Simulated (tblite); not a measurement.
# C8H11FSi: the cost of one run

Programs: tblite 0.8.0 and PySCF 2.14.0, with density-fitted response routines of our own. Each step states its level of theory. These are calculated values for one molecule in the gas phase, unless marked as measured. Atoms count from 0, in the outputs and in this text.

## Step 1: Starting geometry

21 atoms, charge 0, multiplicity 1; geometry from: force field or distance geometry start.

Bonds of the start (Å): C0–C1 1.20, C1–C2 1.47, C2–C3 1.54, C3–F4 1.36, C3–C5 1.48, C5–C6 1.20, C6–C7 1.47, C3–Si8 1.89, Si8–C9 1.85, C0–H10 1.07, C2–H11 1.09, C2–H12 1.10, C7–H13 1.10, C7–H14 1.09, C7–H15 1.10, Si8–H16 1.49, Si8–H17 1.49, C9–H18 1.10, C9–H19 1.10, C9–H20 1.10.

## Step 2: Optimising the geometry with GFN2-xTB

The job: settings as JSON, then the geometry in Å.

```
{"job": {"kind": "relax", "xc": "GFN2-xTB", "basis": "xTB"}, "charge": 0, "multiplicity": 1}
C     -2.104600    -2.725200     0.189100
C     -1.501700    -2.053700    -0.608000
C     -0.731900    -1.250500    -1.568800
C     -0.086500     0.024100    -0.992500
F      0.601100     0.602600    -2.012900
C      0.929500    -0.326400     0.031500
C      1.769700    -0.604500     0.848600
C      2.792600    -0.947800     1.849800
Si    -1.293300     1.342100    -0.375200
C     -0.428500     2.928700     0.039900
H     -2.661800    -3.314200     0.888700
H      0.033500    -1.878500    -2.024300
H     -1.409400    -0.965600    -2.391200
H      3.748600    -1.167900     1.360000
H      2.484800    -1.828200     2.418600
H      2.934900    -0.127500     2.561600
H     -2.046600     0.886600     0.828900
H     -2.319000     1.614900    -1.428000
H      0.115600     3.320200    -0.827600
H      0.303600     2.785500     0.850100
H     -1.139600     3.702400     0.361300
```

Started as:

```console
> OMP_NUM_THREADS=1 python probes_run.py task.json out
```

This one command runs all jobs of the session in turn.

Q: Estimate the wall time and peak memory of this first job on 1 thread of Arm Neoverse N1, shared host.

About 1 s, with a peak of 0.18 GiB.
